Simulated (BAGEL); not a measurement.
**quartet SiNH2Cl2O at 3 levels**

Aim: a comparison of 3 runs (UHF/STO-3G, ROHF/6-31G*, UHF/6-31G*) of quartet SiNH2Cl2O. 

Program for the calculation: BAGEL 1.2.2.

5 further runs of the same task are left out: 5 that didn't finish.

## Step 1: Starting point

SiNH2Cl2O: 7 atoms, total charge 0, spin state quartet. As SMILES of the parent species, `N[Si]([O])(Cl)Cl`. The coordinates come from a PBE0-D4/def2-TZVP relaxation. This is one conformer, not always the lowest. That shape belongs to the parent species and isn't relaxed for this state.

Bond lengths: N1–Si2 1.706 Å, Si2–O3 1.616 Å, Si2–Cl4 2.028 Å, Si2–Cl5 2.028 Å, N1–H6 1.009 Å, N1–H7 1.009 Å. Angles: N1–Si2–O3 100.7°, N1–Si2–Cl4 110.0°, N1–Si2–Cl5 109.9°, O3–Si2–Cl4 113.4°, O3–Si2–Cl5 113.4°, Cl4–Si2–Cl5 109.1°, Si2–N1–H6 119.9°, Si2–N1–H7 119.9°, H6–N1–H7 112.5°.

## Step 2: A single-point energy at UHF/STO-3G (density fitting with qzvpp-jkfit) (run 1)

Input file calc.json:

```json
{ "bagel" : [

{
  "title" : "molecule",
  "basis" : "sto-3g",
  "df_basis" : "qzvpp-jkfit",
  "angstrom" : true,
  "geometry" : [
    { "atom" : "N", "xyz" : [       0.430000,      -0.083200,       0.976600 ] },
    { "atom" : "Si", "xyz" : [      -0.271600,       0.056200,      -0.572500 ] },
    { "atom" : "O", "xyz" : [       0.783100,      -0.791700,      -1.455700 ] },
    { "atom" : "Cl", "xyz" : [      -2.137300,      -0.738800,      -0.562700 ] },
    { "atom" : "Cl", "xyz" : [      -0.384500,       2.009200,      -1.107200 ] },
    { "atom" : "H", "xyz" : [       1.264300,       0.438800,       1.199800 ] },
    { "atom" : "H", "xyz" : [       0.377400,      -0.958600,       1.475900 ] }
  ]
},

{ "title" : "uhf", "nopen" : 3 },

{ "title" : "print", "file" : "orbitals.molden", "orbitals" : true }

]}
```

On the command line:

```bash
BAGEL_NUM_THREADS=1 BAGEL calc.json > calc.out
```

Standard output:

```text
* using 1 threads per process

  ===============================================================
  ===============================================================

  *** Geometry ***

  { "atom" : "N", "xyz" : [      0.812582,     -0.157225,      1.845507 ] },
  { "atom" : "Si", "xyz" : [     -0.513250,      0.106203,     -1.081868 ] },
  { "atom" : "O", "xyz" : [      1.479845,     -1.496096,     -2.750874 ] },
  { "atom" : "Cl", "xyz" : [     -4.038912,     -1.396130,     -1.063349 ] },
  { "atom" : "Cl", "xyz" : [     -0.726600,      3.796838,     -2.092305 ] },
  { "atom" : "H", "xyz" : [      2.389181,      0.829212,      2.267293 ] },
  { "atom" : "H", "xyz" : [      0.713183,     -1.811491,      2.789047 ] },

  Number of auxiliary basis functions:      574

  Since a DF basis is specified, we compute 2- and 3-index integrals:
    o Being stored without compression. Storage requirement is 0.007 GB

  Number of basis functions:       39
  Number of electrons      :       65

    * METHOD: MOLECULE                             0.28

  *** Open-shell HF ***

  === Nuclear Repulsion ===
   364.1527286513

      * DIIS with orbital gradients will be used.

  === UHF iteration (sto-3g) ===
      0      -1323.24171206          0.01732087           0.12
      1      -1323.31871280          0.00528334           0.12
      2      -1323.32763108          0.00234257           0.12
      3      -1323.33022391          0.00126796           0.12
      4      -1323.33272831          0.00070304           0.12
      5      -1323.33378222          0.00043918           0.12
      6      -1323.33430701          0.00024739           0.12
      7      -1323.33441872          0.00010476           0.12
      8      -1323.33444029          0.00003877           0.12
      9      -1323.33444223          0.00000819           0.12
[... 15 lines of this table left out ...]
     25      -1323.33444253          0.00000003           0.12
     26      -1323.33444253          0.00000002           0.12
     27      -1323.33444253          0.00000001           0.12
     28      -1323.33444253          0.00000001           0.12
    * SCF iteration converged.

    * S^2 (UHF) is 3.7744

    * Permanent dipole moment:
           (   -2.383794,     1.063996,    -2.285870) a.u.

    * METHOD: UHF                                  3.53

    * METHOD: PRINT                                0.00

  ===============================================================
```

It took 4.2 s on 1 thread of Arm Neoverse V1, shared host; peak memory 0.085 GiB.

## Step 3: A single-point energy at ROHF/6-31G(d) (density fitting with qzvpp-jkfit, spherical functions) (run 2)

Input file input.json:

```json
{ "bagel" : [

{
  "title" : "molecule",
  "basis" : "6-31gs.json",
  "df_basis" : "qzvpp-jkfit",
  "angstrom" : true,
  "geometry" : [
    { "atom" : "N", "xyz" : [    0.430000,   -0.083200,    0.976600 ] },
    { "atom" : "Si", "xyz" : [   -0.271600,    0.056200,   -0.572500 ] },
    { "atom" : "O", "xyz" : [    0.783100,   -0.791700,   -1.455700 ] },
    { "atom" : "Cl", "xyz" : [   -2.137300,   -0.738800,   -0.562700 ] },
    { "atom" : "Cl", "xyz" : [   -0.384500,    2.009200,   -1.107200 ] },
    { "atom" : "H", "xyz" : [    1.264300,    0.438800,    1.199800 ] },
    { "atom" : "H", "xyz" : [    0.377400,   -0.958600,    1.475900 ] }
  ]
},
{
  "title" : "rohf",
  "nopen" : 3
},
{
  "title" : "print",
  "file" : "orbitals.molden",
  "orbitals" : true
}

]}
```

The basis set 6-31G* is read from a file made from the Basis Set Exchange's data (not shown).

On the command line:

```bash
BAGEL_NUM_THREADS=1 BAGEL input.json > input.out
```

Standard output:

```text
* using 1 threads per process

  ===============================================================
  ===============================================================

  *** Geometry ***

  { "atom" : "N", "xyz" : [      0.812582,     -0.157225,      1.845507 ] },
  { "atom" : "Si", "xyz" : [     -0.513250,      0.106203,     -1.081868 ] },
  { "atom" : "O", "xyz" : [      1.479845,     -1.496096,     -2.750874 ] },
  { "atom" : "Cl", "xyz" : [     -4.038912,     -1.396130,     -1.063349 ] },
  { "atom" : "Cl", "xyz" : [     -0.726600,      3.796838,     -2.092305 ] },
  { "atom" : "H", "xyz" : [      2.389181,      0.829212,      2.267293 ] },
  { "atom" : "H", "xyz" : [      0.713183,     -1.811491,      2.789047 ] },

  Number of auxiliary basis functions:      574

  Since a DF basis is specified, we compute 2- and 3-index integrals:
    o Being stored without compression. Storage requirement is 0.034 GB

  Number of basis functions:       86
  Number of electrons      :       65

    * METHOD: MOLECULE                             0.39

  *** Open-shell HF ***

  === Nuclear Repulsion ===
   364.1527286513

      * DIIS with orbital gradients will be used.

  === ROHF iteration (6-31gs.json) ===
      0      -1337.72049702          0.04054779           0.29
      1      -1337.44917765          0.05735917           0.29
      2      -1337.08352154          0.06647766           0.29
      3      -1338.11369206          0.00985811           0.30
      4      -1338.16205873          0.00504265           0.29
      5      -1338.18482285          0.00288706           0.30
      6      -1338.19819713          0.00141663           0.30
      7      -1338.20225555          0.00101687           0.30
      8      -1338.20532856          0.00073555           0.30
      9      -1338.20749744          0.00041547           0.30
[... 29 lines of this table left out ...]
     39      -1338.20871669          0.00000001           0.30
     40      -1338.20871669          0.00000001           0.30
     41      -1338.20871669          0.00000001           0.30
     42      -1338.20871669          0.00000001           0.30
    * SCF iteration converged.

    * S^2 (ROHF) is 3.7500

    * Permanent dipole moment:
           (   -0.106693,     0.006439,    -0.297384) a.u.

    * METHOD: ROHF                                13.01

    * METHOD: PRINT                                0.02

  ===============================================================
```

It took 14 s on 1 thread of Arm Neoverse V1, shared host; peak memory 0.15 GiB.

## Step 4: The energy at UHF/6-31G(d) (density fitting with qzvpp-jkfit, spherical functions) (run 3)

Input file input.json:

```json
{ "bagel": [

{
  "title": "molecule",
  "basis": "6-31gs.json",
  "df_basis": "qzvpp-jkfit",
  "angstrom": true,
  "geometry": [
    { "atom": "N", "xyz": [    0.430000,   -0.083200,    0.976600 ] },
    { "atom": "Si", "xyz": [   -0.271600,    0.056200,   -0.572500 ] },
    { "atom": "O", "xyz": [    0.783100,   -0.791700,   -1.455700 ] },
    { "atom": "Cl", "xyz": [   -2.137300,   -0.738800,   -0.562700 ] },
    { "atom": "Cl", "xyz": [   -0.384500,    2.009200,   -1.107200 ] },
    { "atom": "H", "xyz": [    1.264300,    0.438800,    1.199800 ] },
    { "atom": "H", "xyz": [    0.377400,   -0.958600,    1.475900 ] }
  ]
},
{
  "title": "uhf",
  "charge": 0,
  "nopen": 3
},
{
  "title": "print",
  "file": "orbitals.molden",
  "orbitals": true
}

]}
```

The basis set 6-31G* is read from a file made from the Basis Set Exchange's data (not shown).

On the command line:

```bash
BAGEL_NUM_THREADS=1 BAGEL input.json > input.out
```

Standard output:

```text
* using 1 threads per process

  ===============================================================
  ===============================================================

  *** Geometry ***

  { "atom" : "N", "xyz" : [      0.812582,     -0.157225,      1.845507 ] },
  { "atom" : "Si", "xyz" : [     -0.513250,      0.106203,     -1.081868 ] },
  { "atom" : "O", "xyz" : [      1.479845,     -1.496096,     -2.750874 ] },
  { "atom" : "Cl", "xyz" : [     -4.038912,     -1.396130,     -1.063349 ] },
  { "atom" : "Cl", "xyz" : [     -0.726600,      3.796838,     -2.092305 ] },
  { "atom" : "H", "xyz" : [      2.389181,      0.829212,      2.267293 ] },
  { "atom" : "H", "xyz" : [      0.713183,     -1.811491,      2.789047 ] },

  Number of auxiliary basis functions:      574

  Since a DF basis is specified, we compute 2- and 3-index integrals:
    o Being stored without compression. Storage requirement is 0.034 GB

  Number of basis functions:       86
  Number of electrons      :       65

    * METHOD: MOLECULE                             0.39

  *** Open-shell HF ***

  === Nuclear Repulsion ===
   364.1527286513

      * DIIS with orbital gradients will be used.

  === UHF iteration (6-31gs.json) ===
      0      -1337.72049702          0.04054779           0.30
      1      -1337.46924647          0.05677336           0.29
      2      -1337.14676789          0.06558588           0.29
      3      -1338.12232517          0.00897654           0.29
      4      -1338.17432173          0.00458020           0.29
      5      -1338.19567656          0.00253418           0.29
      6      -1338.20726695          0.00132175           0.29
      7      -1338.21026946          0.00102819           0.29
      8      -1338.21324368          0.00074626           0.29
      9      -1338.21581783          0.00044617           0.29
[... 23 lines of this table left out ...]
     33      -1338.21764145          0.00000003           0.29
     34      -1338.21764145          0.00000002           0.29
     35      -1338.21764145          0.00000001           0.30
     36      -1338.21764145          0.00000001           0.30
    * SCF iteration converged.

    * S^2 (UHF) is 3.7637

    * Permanent dipole moment:
           (   -0.092981,     0.000549,    -0.283784) a.u.

    * METHOD: UHF                                 11.11

    * METHOD: PRINT                                0.02

  ===============================================================
```

It took 12 s on 1 thread of Arm Neoverse V1, shared host; peak memory 0.15 GiB.

## Step 5: The series

| run | level | energy (Eh) | dipole moment (D) | ⟨S²⟩ | wall time |
| --- | --- | --- | --- | --- | --- |
| 1 | UHF/STO-3G (density fitting with qzvpp-jkfit) | -1323.334443 | 8.82 | 3.774 | 4.2 s |
| 2 | ROHF/6-31G* (density fitting with qzvpp-jkfit, spherical functions) | -1338.208717 | 0.80 | 3.750 | 14 s |
| 3 | UHF/6-31G* (density fitting with qzvpp-jkfit, spherical functions) | -1338.217641 | 0.76 | 3.764 | 12 s |

## Step 6: What came out

| quantity | value |
| --- | --- |
| run 3: total energy | -1338.21764 Eh |
| run 3: dipole moment | 0.76 D |
| run 3: ⟨S²⟩ | 3.764 |

The dipole moment (its size) runs from 0.76 D (UHF/6-31G*) to 8.82 D (UHF/STO-3G). So wide a spread suggests that the runs ended on unlike SCF solutions, not only an effect of the method. In run 1 the basis is minimal, so the values are rough. All runs together took 30 s, the longest 14 s.
